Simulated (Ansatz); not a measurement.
# LaYFe2As2O2 (P4mm) in Ansatz: reference runs, part 2 of 2

Ansatz 0.2.0. The steps go on from the part before.

### Step 3. Single point, PBE, collinear spin, ferromagnetic start (atoms moved at random, drawn with an rms of 0.05 Å)

input.yaml reads:

```yaml
crystal:
  lattice:
    - [4.113923, 0.0, 0.0]
    - [0.0, 4.113923, 0.0]
    - [0.0, 0.0, 8.980687]
  atoms:
    - { symbol: La, position: [-8.5e-05, -0.005524, 0.127896] }
    - { symbol: "Y", position: [0.505633, 0.502379, 0.876967] }
    - { symbol: As, position: [-0.013575, 0.00141, 0.677272] }
    - { symbol: As, position: [0.495678, 0.500818, 0.321125] }
    - { symbol: Fe, position: [-0.006087, 0.503136, 0.501558], spin: 3.0 }
    - { symbol: Fe, position: [0.500707, 0.014816, 0.502461], spin: 3.0 }
    - { symbol: O, position: [0.00621, 0.489846, 0.992474] }
    - { symbol: O, position: [0.509579, 0.009379, 0.990588] }
hamiltonian:
  xc: pbe
  pseudopotentials: { kind: paw }
magnetization:
  spin_polarized: true
kpoints:
  mp_grid: { grid: [7, 7, 3] }
scf:
  occupations: { method: fermi_dirac, width: 0.05 }
output:
  forces: true
  stress: true
  eigenvalues: true
  write_density: true
  write_potential: true
  elf: true
  volumetric_format: npy
```

Potentials or basis: Ansatz PAW.

Started as:

```
$ ansatz run input.yaml --threads 4 --pin off --max-ram 10240MiB --backend cpu --events-out ev --progress --plain --runs-dir out
```

Standard output:

```text
Warning: RAYON_NUM_THREADS=4 ignored (pool sized by the plan → 4); use --threads N
Engine: ansatz 0.2.0, aarch64-unknown-linux-gnu
Pseudopotentials: kind: paw
Pseudopotential: La, paw, valence charge 11, recommended cutoff 420 eV (normal), La.paw.azcp
Pseudopotential: Y, paw, valence charge 11, recommended cutoff 420 eV (normal), Y.paw.azcp
Pseudopotential: As, paw, valence charge 15, recommended cutoff 420 eV (normal), As.paw.azcp
Pseudopotential: Fe, paw, valence charge 16, recommended cutoff 420 eV (normal), Fe.paw.azcp
Pseudopotential: O, paw, valence charge 6, recommended cutoff 420 eV (normal), O.paw.azcp
Functional definition: PBE
  parameter kappa = 0.804
  parameter beta = 0.06672455060314922
  exchange = pbe_x(kappa = kappa, mu = beta*pi^2/3)
  correlation = pbe_c(beta = beta)
Crystal: 8 atoms, lattice volume = 151.992 Å³
Basis set: ecut = 420 eV, 2975 PW (Γ), exchange–correlation on 60×60×128 points (8 copies of the dense FFT grid, shifted against one another)
Bands: 62, of which v1, the nominal top of the filled ones, is band 48 counted from 1 (47 counted from 0)
Symmetry: 1 space group operations
Space group: P1 (ITA 1), of the structure as read, at distance tolerance 5.3e-5 Å
Magnetic group: BNS 1.1 (UNI 1), of the structure as read, at distance tolerance 5.3e-5 Å
k-points: 74 of 147 (time reversal used)
[... 70 lines left out ...]
  E_hartree    = 5557.022965
  E_xc         = -849.204016
  E_vxc        = -989.942375  (∫ρ·V_xc dr)
  E_paw        = -14968.002031  (= ΣΔE_a)
  E_vpaw       = -333.157998  (= ΣTr[D̂ρ^β])
  E_aug_tail   = 0.006657  (compensation charges beyond the density's cutoff)
  E_ewald      = -8628.910524
  E_smearing   = -0.047926  (= −TS)
  E_closure    = -0.000000  (closes the sum)
  Σ components = -29915.252481   (vs F -29915.252481, Δ=0.00e0)
--- Forces (eV/Å), atoms counted from 1 ---
  atom   1  La     0.15698190     0.09595251     0.10282189
  atom   2  Y      0.00872441    -0.07062157     0.17185081
  atom   3  As     0.17938690     0.03933625    -1.58651016
  atom   4  As     0.04358128     0.08411616     1.87716178
  atom   5  Fe     0.01245901     0.02906289    -0.03914704
  atom   6  Fe    -0.15451115    -0.17977797    -0.06340156
  atom   7  O     -0.02407677     0.40526361    -0.28044091
  atom   8  O     -0.22253857    -0.40332743    -0.18234968
  max |Σ_I F_I| component: 1.49e-5 eV/Å
--- Stress (GPa, compression-positive) ---
       -8.897512       0.012224       0.386941
        0.012224      -8.885661       0.146571
        0.386941       0.146571      -7.824172
  P = ⅓ Tr σ = -8.5358 GPa (-85.358 kbar)
--- Band table (eV; the first three rows and the last of 148) ---
  k-point 0 ↑: bands = ["-77.5773", "-74.5255", "-43.7791", "-43.7411", "-43.3668", "-40.6901", "-40.6823", "-40.5551", "-31.9280", "-24.2018", "-24.1969", "-24.1872", "-24.1783", "-24.1683", "-24.1570", "-24.1534", "-24.1468", "-24.1374", "-24.1290", "-21.1785", "-12.1481", "-11.8768", "-11.8742", "-7.7558", "-7.1048", "-4.9240", "-4.9126", "-4.0775", "-0.1949", "0.4941", "5.8532", "6.3323", "6.3513", "6.5172", "6.6471", "7.5439", "7.5938", "7.5994", "8.0476", "8.0891", "8.1732", "8.9187", "9.0992", "9.2118", "10.4018", "10.6448", "10.6600", "11.0722", "11.4761", "11.5479", "12.6692", "12.7095", "12.8443", "12.9779", "13.3786", "13.7316", "13.7453", "13.7753", "13.8828", "13.8997", "13.9495", "13.9939"]
  k-point 1 ↑: bands = ["-77.5773", "-74.5255", "-43.7791", "-43.7411", "-43.3668", "-40.6901", "-40.6823", "-40.5551", "-31.9280", "-24.2018", "-24.1969", "-24.1872", "-24.1783", "-24.1683", "-24.1570", "-24.1534", "-24.1468", "-24.1374", "-24.1290", "-21.1785", "-12.1481", "-11.8768", "-11.8742", "-7.7561", "-7.1048", "-4.9240", "-4.9126", "-4.0757", "-0.2167", "0.5264", "5.5516", "6.3302", "6.3490", "6.5137", "7.0851", "7.5105", "7.6745", "7.6826", "7.9171", "7.9623", "8.1693", "9.0378", "9.1735", "9.2804", "10.1250", "10.6446", "10.6498", "11.1262", "11.4381", "11.4765", "12.6200", "12.6440", "12.8613", "13.1385", "13.3769", "13.7413", "13.7520", "13.8525", "13.9213", "13.9327", "13.9445", "13.9647"]
  k-point 2 ↑: bands = ["-77.5773", "-74.5255", "-43.7791", "-43.7411", "-43.3667", "-40.6901", "-40.6825", "-40.5550", "-31.9269", "-24.2017", "-24.1969", "-24.1872", "-24.1783", "-24.1683", "-24.1568", "-24.1534", "-24.1468", "-24.1374", "-24.1290", "-21.1706", "-12.1499", "-11.9351", "-11.8722", "-7.7580", "-7.1781", "-4.9189", "-4.8554", "-3.9869", "-0.1176", "0.5302", "5.9608", "6.3570", "6.3752", "6.5094", "6.7163", "7.5109", "7.5942", "7.6902", "7.9749", "8.0288", "8.1723", "8.6036", "9.0236", "9.1449", "10.0811", "10.3096", "10.5593", "11.1974", "11.5212", "11.8103", "12.2148", "12.6046", "13.0815", "13.3586", "13.4690", "13.6315", "13.7405", "13.7468", "13.8365", "13.9157", "14.1968", "14.2914"]
  k-point 73 ↓: bands = ["-77.5768", "-74.5235", "-43.7736", "-43.7447", "-43.3679", "-40.6877", "-40.6816", "-40.5527", "-31.9211", "-24.2014", "-24.1975", "-24.1869", "-24.1784", "-24.1677", "-24.1564", "-24.1549", "-24.1456", "-24.1379", "-24.1290", "-21.1314", "-12.2129", "-12.0927", "-11.9164", "-7.9326", "-7.2898", "-5.0170", "-4.2383", "-3.9440", "0.4435", "0.6394", "6.0198", "6.3933", "6.5533", "6.6484", "6.9629", "7.2152", "7.3551", "7.7192", "7.9018", "7.9679", "8.1400", "8.3407", "8.6661", "9.3144", "9.4251", "9.6106", "9.9170", "11.2089", "11.3999", "11.6036", "11.9172", "12.2839", "13.2419", "13.4288", "13.6432", "13.7108", "13.7309", "13.7694", "13.8641", "13.9884", "14.2637", "14.4369"]
```

rho_z.tsv:

```text
# z_ang	rho[e/angstrom^3]	rho_spin[e/angstrom^3]
# format = ansatz-planar-average/11
# lattice	4.113923000	0.000000000	0.000000000
# lattice	0.000000000	4.113923000	0.000000000
# lattice	0.000000000	0.000000000	8.980687000
# sites	8
# site	57	-0.000349683	-0.022725311	1.148593945
# site	39	2.080135228	2.066748523	7.875766136
# site	33	-0.055846505	0.005800631	6.082367846
# site	33	2.039181125	2.060326689	2.883923113
# site	26	-0.025041449	2.069862763	4.504335410
# site	26	2.059870044	0.060951883	4.512444971
# site	8	0.025547462	2.015188726	8.913098350
# site	8	2.096368768	0.038584484	8.896160774
0.000000	8.982964e-1	-5.191745e-6
0.140323	8.084516e-1	-5.814447e-6
0.280646	6.721469e-1	-1.434035e-5
0.420970	5.461567e-1	-1.572903e-5
0.561293	4.661575e-1	-1.019550e-5
0.701616	4.241644e-1	-9.415169e-6
[... 56 lines left out ...]
8.700041	8.336413e-1	-4.965919e-6
8.840364	9.061328e-1	-1.433875e-5
```

v_z.tsv:

```text
# z_ang	v_es[eV]	v_tot_up[eV]	v_tot_dn[eV]
# format = ansatz-planar-average/11
# xc	pbe
# density_cutoff_ev	1680
# datasets	La=:simpson_from_first_knot:soft	Y=:simpson_from_first_knot:soft	As=:simpson_from_first_knot:soft	Fe=:simpson_from_first_knot:soft	O=:simpson_from_first_knot:soft
# lattice	4.113923000	0.000000000	0.000000000
# lattice	0.000000000	4.113923000	0.000000000
# lattice	0.000000000	0.000000000	8.980687000
# sites	8
# site	57	-0.000349683	-0.022725311	1.148593945
# site	39	2.080135228	2.066748523	7.875766136
# site	33	-0.055846505	0.005800631	6.082367846
# site	33	2.039181125	2.060326689	2.883923113
# site	26	-0.025041449	2.069862763	4.504335410
# site	26	2.059870044	0.060951883	4.512444971
# site	8	0.025547462	2.015188726	8.913098350
# site	8	2.096368768	0.038584484	8.896160774
0.000000	3.132897e0	-9.059410e0	-9.059388e0
0.140323	3.622438e0	-8.457081e0	-8.457017e0
0.280646	4.143667e0	-7.696658e0	-7.696592e0
0.420970	4.506987e0	-6.992076e0	-6.991939e0
0.561293	4.740553e0	-6.375605e0	-6.375512e0
0.701616	4.335015e0	-6.385836e0	-6.385902e0
[... 56 lines left out ...]
8.700041	3.007971e0	-9.139315e0	-9.139367e0
8.840364	2.942908e0	-9.271271e0	-9.271304e0
```

Run time: 3 min. Hardware: 4 threads of Arm Neoverse V1, shared host; peak memory 1.6 GiB.

Results:

```
Free energy            : -29915.2525 eV
Pressure               : -8.5 GPa
Largest force          : 1.880 eV/Å
Band gap on the k mesh : none (metal or under the smearing width)
Net moment             : 0.00 μB per cell
Absolute moment        : 6.00 μB per cell
Site moments           : La -0.00; Y +0.00; As +0.00, -0.00; Fe +2.73, -2.72; O -0.01, +0.01 μB
```

Forces on the atoms (eV/Å):
```
La   0.157  0.096  0.103
Y    0.009 -0.071  0.172
As   0.179  0.039 -1.587
As   0.044  0.084  1.877
Fe   0.012  0.029 -0.039
Fe  -0.155 -0.180 -0.063
O   -0.024  0.405 -0.280
O   -0.223 -0.403 -0.182
```

Stress tensor (GPa, compression positive):
```
-8.90  0.01  0.39
 0.01 -8.89  0.15
 0.39  0.15 -7.82
```

Caveat: semilocal functionals often make such compounds metallic where correlation or magnetic order opens a gap, which also shifts bond lengths; the starting moments weren't kept. The run has no spin-orbit coupling, so splittings on La are missing.
